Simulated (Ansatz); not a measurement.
Predict the output of the script below (Ansatz 0.2.0 through its Python package).

Script `bde_f3gehse.py`:
```python
import ansatz

BASIS = "def2-SVPD"
XC = "b3lyp"


def single_point(molecule, charge=0, unpaired=0):
    calc = molecule.calculation().basis(gaussian=BASIS).functional(XC)
    if charge:
        calc = calc.charge(charge)
    if unpaired:
        calc = calc.spin("collinear", total=unpaired)
    return calc.run(threads=1).report["free_energy_ev"]

GEOMETRY = """
F     0.70360   -0.61270    1.67990
Ge    0.13210   -0.54760   -0.01000
F    -1.54990   -1.12580   -0.13190
F     1.26010   -1.57000   -0.96540
Se    0.24900    1.65160   -0.85230
H    -0.75280    2.14050    0.23370
"""

def without(molecule, index):
    rest = ansatz.Crystal.molecule()
    for i, site in enumerate(molecule.cartesian_sites):
        if i != index:
            rest = rest.atom(site.symbol, site.position_ang)
    return rest

geometry = ansatz.Crystal.molecule()
for line in GEOMETRY.strip().splitlines():
    symbol, *xyz = line.split()
    geometry = geometry.atom(symbol, [float(v) for v in xyz])

whole = single_point(geometry, 0)
hydrogen = single_point(ansatz.Crystal.molecule().atom("H", (0, 0, 0)), 0, 1)
print(f"E(molecule) = {whole:.5f} eV, E(H) = {hydrogen:.5f} eV")
for index in [5]:
    radical = single_point(without(geometry, index), 0, 1)
    print(f"H{index}: homolysis {96.485332 * (radical + hydrogen - whole):.1f} kJ/mol")
```

```console
$ python bde_f3gehse.py
E(molecule) = -130019.59135 eV, E(H) = -13.63995 eV
H5: homolysis 344.9 kJ/mol
```

Caveats:
- These settings explore the input space; basis and method may be short of convergence.
- The geometry is a force-field or estimated start, not a minimum of this method, and the basis set is short of its limit. All parts are taken at fixed geometry, without zero-point energy.
- b3lyp holds the VWN-RPA fit, as in Gaussian; the form of ORCA and Turbomole is b3lyp5.
- The spin-orbit lowering of heavy atoms is left out.
- Timing: 2.2 min on 1 thread of Arm Neoverse N1, on a shared host, peak memory 0.77 GiB.
